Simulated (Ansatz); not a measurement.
**GaBGeH (doublet): wave-function methods side by side at a displaced geometry (v2), cc-pVDZ**

An exercise on one series of results from a longer session: the logs are not shown, and one member is left open.

Program: Ansatz 0.2.0, Gaussian basis. Level of theory: cc-pVDZ, core rule «outside noble gas», up to 29 orbitals frozen. These are calculated values, not measurements.

The runs, in order: UHF; CCSD(T) on ROHF; CCSD(T) on UHF; BCCD(T) on ROHF; CISD as a restricted active space (open shells left free, so some higher excitations enter); CCSDT(Q) on ROHF; CCSDT(Q) on UHF; CASSCF and MRCISD+Q, 9 electrons in 9 orbitals; CASSCF and NEVPT2, 9 electrons in 9 orbitals.

28 further runs of the same task are left out: 4 for a known fault of the program, 8 that didn't finish, 16 set aside as unsound or not needed. Runs told in other sessions of the task aren't counted.

### What is computed

The geometry is a PBE0/def2-TZVP stationary point (not a proven minimum) with its atoms shifted at random (size 0.100 Å). No spin-orbit coupling is included. The filled d shell of Ge, Ga may be among the frozen orbitals whatever the setting's name suggests.

4 atoms, charge 0, spin multiplicity 2.

Atoms are counted from 1 here; the program's logs count them from 0.

Bond lengths: B1–Ge2 1.915 Å, B1–Ga3 1.972 Å, Ge2–Ga3 2.543 Å, Ga3–H4 1.518 Å. Angles: Ge2–B1–Ga3 81.7°, B1–Ge2–Ga3 50.1°, B1–Ga3–Ge2 48.2°, B1–Ga3–H4 157.6°, Ge2–Ga3–H4 153.7°.

The first run:

The input, in.yaml:

```yaml
crystal:
  periodic: [false, false, false]
  atoms:
    - {symbol: B, position_ang: [0.117621, -1.363033, 0.089837]}
    - {symbol: Ge, position_ang: [-0.047254, 0.146730, 1.255789]}
    - {symbol: Ga, position_ang: [0.029367, 0.048819, -1.283702]}
    - {symbol: H, position_ang: [0.112475, 0.668129, -2.667008]}
basis:
  gaussian: {orbitals: cc-pVDZ}
magnetization: {spin_polarized: true, initial_magnetization: 1}
hamiltonian: {xc: hf}
output: {orbitals: {seedname: orbitals}}
```

Command:

```sh
ansatz run in.yaml --threads 1 --pin off --events-out ev --progress --plain --max-ram 2393MiB
```

Among the steps run: UHF; CCSD(T) on ROHF; CCSD(T) on UHF; BCCD(T) on ROHF; CISD as a restricted active space (open shells left free, so some higher excitations enter); CCSDT(Q) on ROHF; CCSDT(Q) on UHF; CASSCF and MRCISD+Q, 9 electrons in 9 orbitals; CASSCF and NEVPT2, 9 electrons in 9 orbitals.

One of the session's tables, all rows but one given; the rest of the session is left out.

| method | from RCCSDT(Q) (kcal/mol) |
| --- | --- |
| ROHF | ? |
| UHF | +162.04 |
| RMP2 | +26.96 |
| UMP2 | +35.46 |
| RCCSD | +12.70 |
| UCCSD | +12.80 |
| RCCSD(T) | +1.84 |
| UCCSD(T) | +2.60 |
| BCCD(T) | +1.70 |
| RCCSDT | +1.09 |
| UCCSDT | +1.07 |
| RCCSDT(Q) | 0 |
| UCCSDT(Q) | -0.13 |
| CASSCF frontier | +107.21 |
| NEVPT2 frontier | +26.32 |
| MRCISD frontier | +11.45 |
| MRCISD+Q frontier | +1.24 |

**Question.** Estimate the row for ROHF.

As computed: from RCCSDT(Q) (kcal/mol): +168.44. In the column «from RCCSDT(Q) (kcal/mol)» it is the highest.

Not comparable, so not listed: CISD as a restricted active space (open shells left free, so some higher excitations enter) (they don't share determinant, frozen orbitals or solution with the rows shown, or repeat one).

Caveats from the session: Restricted and unrestricted rows rest on different reference determinants; a gap between their highest levels can come from leftover correlation error, from unlike frozen cores or from another state.
